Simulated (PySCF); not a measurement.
# The bond of PbF−, level by level

One table from this session's results is given with a row withheld; the runs are named, their logs left out.

Program: PySCF 2.14.0. Level of theory: Pb def2-SVPD with ECP60, F def2-SVPD, scalar-relativistic core potentials. These are calculated values, not measurements.

1 further run of the same task is left out (set aside as unsound or not needed).

Set-up of the first run:

The job is set up so:

```yaml
atoms: Pb, F
charge: -1
basis: Pb def2-SVPD with ECP60, F def2-SVPD
Hamiltonian: scalar-relativistic core potentials
basis_functions: 55
electrons_treated: 32
masses_in_u: 207.9766, 18.9984
levels: PBE0, PBE, r²SCAN, B2PLYP, BP86, M06-2X, LC-ωPBE, HF, MP2, SCS-MP2, CCSD, CCSD(T)
grid: 80 radial by 434 angular points
occupations: held fixed by the projection of orbital angular momentum
dissociation_limit: Pb + F−, each in its ground configuration
starting_distance_in_angstrom: 2.110
values_of_2S_to_try: 0, 2
```

On the command line:

```
OMP_NUM_THREADS=1 python dia.py task.json out
```

Steps of the session up to this table: Input; The PBE0 curve of the state that the search chose; Excited determinants; PBE (GGA); r²SCAN (meta-GGA); B2PLYP; BP86 (GGA); M06-2X (hybrid meta-GGA); LC-ωPBE (range-separated hybrid); UHF (mean field); Correlated methods on the Hartree–Fock reference.

One table of the session follows, with a row left open; its other results are not shown here.

It belongs to the step «Constants by level of theory». 

```
      level  Re (Å)  ωe (cm⁻¹)  De (eV)
        UHF   2.199        385     2.10
    UHF-MP2   2.216        383     2.23
UHF-SCS-MP2   2.222        378     2.17
   UHF-CCSD   2.214        383     2.21
UHF-CCSD(T)   2.219        381     2.24
        PBE   2.238        367     2.31
       BP86   2.235        369     2.31
     r²SCAN   2.206        389     2.47
       PBE0   2.207        387     2.32
     M06-2X       ?          ?        ?
    LC-ωPBE   2.203        389     2.21
     B2PLYP   2.224        376     2.20
```

Q: Estimate the row for M06-2X from the others.

As computed: Re (Å): 2.217; ωe (cm⁻¹): 380; De (eV): 2.30. In the column «Re (Å)» it lies between UHF-MP2 (2.216) and UHF-CCSD(T) (2.219).
